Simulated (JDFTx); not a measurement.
# Cl2Si in JDFTx: single point with BLYP

Aim: the single point of Cl2Si with BLYP.

Program: JDFTx 1.7.0 (patched build). These are calculated values, not measurements. Logs are shortened: lines on timing, memory, paths and dates and some standing lists are left out, and cuts for length are marked. The log counts tension as positive stress, the text compression.

## 1. The structure

The cell holds a molecule in a box, 3 atoms: a = 11.000 Å, b = 13.000 Å, c = 10.000 Å, α = 90.00°, β = 90.00°, γ = 90.00°.

## 2. Single point, BLYP

The input, vacuum.in:

```
lattice \
   20.7869873709     0.0000000000     0.0000000000 \
    0.0000000000    24.5664396201     0.0000000000 \
    0.0000000000     0.0000000000    18.8972612463
coords-type Lattice
ion Cl     0.5412454500     0.6245846200     0.5414000000 1
ion Cl     0.5578363600     0.3786461500     0.5160000000 1
ion Si     0.4445272700     0.5004153800     0.4654000000 1

ion-species pseudo/Cl.upf
ion-species pseudo/Si.upf
elec-cutoff 29
elec-ex-corr gga-x-b88 gga-c-lyp
kpoint-folding 1 1 1
elec-n-bands 9
electronic-minimize nIterations 100 energyDiffThreshold 1e-07
core-overlap-check none
forces-output-coords Cartesian

dump-name vacuum.$VAR
dump End Ecomponents EigStats BandEigs Kpoints Forces State
```

Potentials or basis: PseudoDojo-SR-PBE-0.5-standard with smoothed tails.

The run is started by

```
$ jdftx -c 1 -i vacuum.in -o vacuum.out
```

What it wrote:

```text
*************** JDFTx 1.7.0 (patched build) ***************

Input parsed successfully to the following command list (including defaults):
[... the input with its defaults ...]

---------- Setting up symmetries ----------

Found 8 point-group symmetries of the bravais lattice
Found 1 space-group symmetries with basis
Applied RMS atom displacement 0 bohrs to make symmetries exact.

---------- Initializing the Grid ----------
R =
[       20.787            0            0  ]
[            0      24.5664            0  ]
[            0            0      18.8973  ]
unit cell volume = 9650.12
G =
[   0.302265          0          0  ]
[          0   0.255763          0  ]
[          0          0   0.332492  ]
Minimum fftbox size, Smin = [  104  120  92  ]
Chosen fftbox size, S = [  108  120  96  ]

---------- Exchange Correlation functional ----------
Initialized LibXC exchange functional 'Becke 88'
Initialized LibXC correlation functional 'Lee, Yang & Parr'

---------- Setting up pseudopotentials ----------
Width of ionic core gaussian charges (only for fluid interactions / plotting) set to 0

Reading pseudopotential file 'pseudo/Cl.upf':
  'Cl' pseudopotential, 'PBE' functional
  Generated using ONCVPSP code by D. R. Hamann
  7 valence electrons, 2 orbitals, 6 projectors, 1001 radial grid points, with lMax = 2
    3S    l: 0   occupation:  2.0   eigenvalue: -0.760417
    3P    l: 1   occupation:  5.0   eigenvalue: -0.315867
  Core radius for overlap checks: 1.71 bohrs.

Reading pseudopotential file 'pseudo/Si.upf':
  'Si' pseudopotential, 'PBE' functional
  Generated using ONCVPSP code by D. R. Hamann
  4 valence electrons, 2 orbitals, 6 projectors, 1001 radial grid points, with lMax = 2
    3S    l: 0   occupation:  2.0   eigenvalue: -0.397365
    3P    l: 1   occupation:  2.0   eigenvalue: -0.149981
  Core radius for overlap checks: 1.86 bohrs.

Initialized 2 species with 3 total atoms.

Folded 1 k-points by 1x1x1 to 1 k-points.

---------- Setting up k-points, bands, fillings ----------
No reducable k-points.
Computing the number of bands and number of electrons
Calculating initial fillings.
nElectrons:  18.000000   nBands: 9   nStates: 1

----- Setting up reduced wavefunction bases (one per k-point) -----
average nbasis = 72001.000 , ideal nbasis = 71981.954

---------- Setting up ewald sum ----------
Optimum gaussian width for ewald sums = 7.072410 bohr.
Real space sum over 1089 unit cells with max indices [  5  4  5  ]
Reciprocal space sum over 2535 terms with max indices [  6  7  6  ]

---------- Allocating electronic variables ----------
Initializing wave functions:  linear combination of atomic orbitals
Cl pseudo-atom occupations:   s ( 2 )  p ( 5 )
Si pseudo-atom occupations:   s ( 2 )  p ( 2 )
	FillingsUpdate:  mu: -0.196299414  nElectrons: 18.000000
LCAOMinimize: Iter:   0  Etot: -33.8214838776732947  |grad|_K:  2.894e-02  alpha:  1.000e+00
	FillingsUpdate:  mu: -0.188820282  nElectrons: 18.000000
LCAOMinimize: Iter:   1  Etot: -33.8571770348405181  |grad|_K:  1.141e-02  alpha:  3.275e-01  linmin: -3.657e-01  cgtest:  8.374e-01
LCAOMinimize: Encountered beta<0, resetting CG.
	FillingsUpdate:  mu: -0.178338826  nElectrons: 18.000000
LCAOMinimize: Iter:   2  Etot: -33.8625942637824053  |grad|_K:  3.749e-03  alpha:  5.188e-01  linmin:  1.459e-01  cgtest: -2.785e-01
	FillingsUpdate:  mu: -0.177610290  nElectrons: 18.000000
LCAOMinimize: Iter:   3  Etot: -33.8631343034282963  |grad|_K:  1.501e-03  alpha:  5.920e-01  linmin:  3.428e-02  cgtest:  5.473e-01
LCAOMinimize: Encountered beta<0, resetting CG.
LCAOMinimize: None of the convergence criteria satisfied after 3 iterations.

-------- Electronic minimization -----------
ElecMinimize: Iter:   0  Etot: -33.863134303428346  |grad|_K:  4.611e-04  alpha:  1.000e+00
ElecMinimize: Iter:   1  Etot: -33.975064129558071  |grad|_K:  2.324e-04  alpha:  8.108e-01  linmin:  3.518e-03
ElecMinimize: Iter:   2  Etot: -34.003864504163190  |grad|_K:  1.370e-04  alpha:  8.246e-01  linmin:  1.840e-04
ElecMinimize: Iter:   3  Etot: -34.016779162033615  |grad|_K:  6.149e-05  alpha:  1.060e+00  linmin: -6.327e-03
ElecMinimize: Iter:   4  Etot: -34.018612539998799  |grad|_K:  3.700e-05  alpha:  7.451e-01  linmin: -7.993e-05
ElecMinimize: Iter:   5  Etot: -34.019365300227228  |grad|_K:  1.826e-05  alpha:  8.487e-01  linmin:  1.195e-05
ElecMinimize: Iter:   6  Etot: -34.019644207705838  |grad|_K:  1.202e-05  alpha:  1.291e+00  linmin:  7.849e-05
ElecMinimize: Iter:   7  Etot: -34.019726624566701  |grad|_K:  7.217e-06  alpha:  8.800e-01  linmin: -5.139e-06
ElecMinimize: Iter:   8  Etot: -34.019760468352978  |grad|_K:  3.701e-06  alpha:  1.003e+00  linmin: -1.721e-05
ElecMinimize: Iter:   9  Etot: -34.019770265757160  |grad|_K:  1.944e-06  alpha:  1.104e+00  linmin: -1.659e-05
ElecMinimize: Iter:  10  Etot: -34.019772627071440  |grad|_K:  1.168e-06  alpha:  9.639e-01  linmin:  6.396e-06
ElecMinimize: Iter:  11  Etot: -34.019773349032178  |grad|_K:  5.951e-07  alpha:  8.171e-01  linmin: -4.382e-06
ElecMinimize: Iter:  12  Etot: -34.019773564132983  |grad|_K:  2.922e-07  alpha:  9.372e-01  linmin:  4.502e-06
ElecMinimize: Iter:  13  Etot: -34.019773621042319  |grad|_K:  1.762e-07  alpha:  1.029e+00  linmin: -2.205e-05
ElecMinimize: Iter:  14  Etot: -34.019773637966438  |grad|_K:  1.027e-07  alpha:  8.412e-01  linmin: -1.043e-04
ElecMinimize: Converged (|Delta Etot|<1.000000e-07 for 2 iters).
Setting wave functions to eigenvectors of Hamiltonian
WARNING: the partial cores' own exchange and correlation, taken off the total, pulls at atoms by up to 1.4e-04 Eh/a0
   and adds 0.001 GPa to the pressure: cores overlap, or the grid is coarse for them. See exc-core.

# Ionic positions in lattice coordinates:
ion Cl   0.541245450000000   0.624584620000000   0.541400000000000 1
ion Cl   0.557836360000000   0.378646150000000   0.516000000000000 1
ion Si   0.444527270000000   0.500415380000000   0.465400000000000 1

# Forces in Cartesian coordinates:
force Cl   0.005949378728147   0.011512949532538   0.004429385491189 1
force Cl   0.007107554920113  -0.011367840475651   0.002574404377177 1
force Si  -0.012953525076375  -0.000196142129347  -0.007127968806429 1

# Energy components:
   Eewald =        1.4595008982726743
       EH =       29.9018195337146970
     Eloc =      -75.6324559132803529
      Enl =        5.0599811564969723
      Exc =      -10.3047395055714119
 Exc_core =        2.9787853744890542
       KE =       12.5173348179119248
-------------------------------------
     Etot =      -34.0197736379664377

IonicMinimize: Iter:   0  Etot: -34.019773637966438  |grad|_K:  8.114e-03
IonicMinimize: None of the convergence criteria satisfied after 0 iterations.

#--- Lowdin population analysis ---
# oxidation-state Cl -0.197 -0.197
# oxidation-state Si +0.577

Dumping 'vacuum.eigStats' ...
	eMin: -0.760587 at state 0 ( [ +0.000000 +0.000000 +0.000000 ] spin 0 )
	HOMO: -0.223412 at state 0 ( [ +0.000000 +0.000000 +0.000000 ] spin 0 )
	mu  : unavailable
	LUMO: unavailable
	eMax: -0.223412 at state 0 ( [ +0.000000 +0.000000 +0.000000 ] spin 0 )
	HOMO-LUMO gap: unavailable
	Optical gap  : unavailable
Done!
[note: without smearing the FillingsUpdate lines are those of the first guess, not of the final state]
```

It took 40 s on 1 thread of Arm Neoverse V2, shared host; peak memory 0.56 GiB.

Results:

```yaml
Free_energy: -925.7252 eV
Largest_force: 0.760 eV/Å
Loewdin_charges: Cl -0.20; Si +0.58 e
```

Forces on the atoms (eV/Å):
```
Cl   0.306  0.592  0.228
Si  -0.666 -0.010 -0.367
Cl   0.365 -0.585  0.132
```

Caveat: forces may be off by hundredths of an eV/Å; the atomic charges don't sum to the cell's charge; the cores' own exchange energy is taken off the total, which shifts forces and pressure where cores overlap; the potentials were made for another functional, which shifts forces and pressure.

## 3. The reference run

An earlier run on the cell as given: functional PBE; potentials or basis PseudoDojo-SR-PBE-0.5-standard with smoothed tails; cutoff 789 eV; density cutoff 6313 eV; k mesh 1 × 1 × 1; occupations fermi-dirac, width 0.05 eV; no spin polarisation.

* Largest force: 0.363 eV/Å
* Gap between the frontier levels: 3.02 eV
* Loewdin charges: Cl -0.19; Si +0.56 e
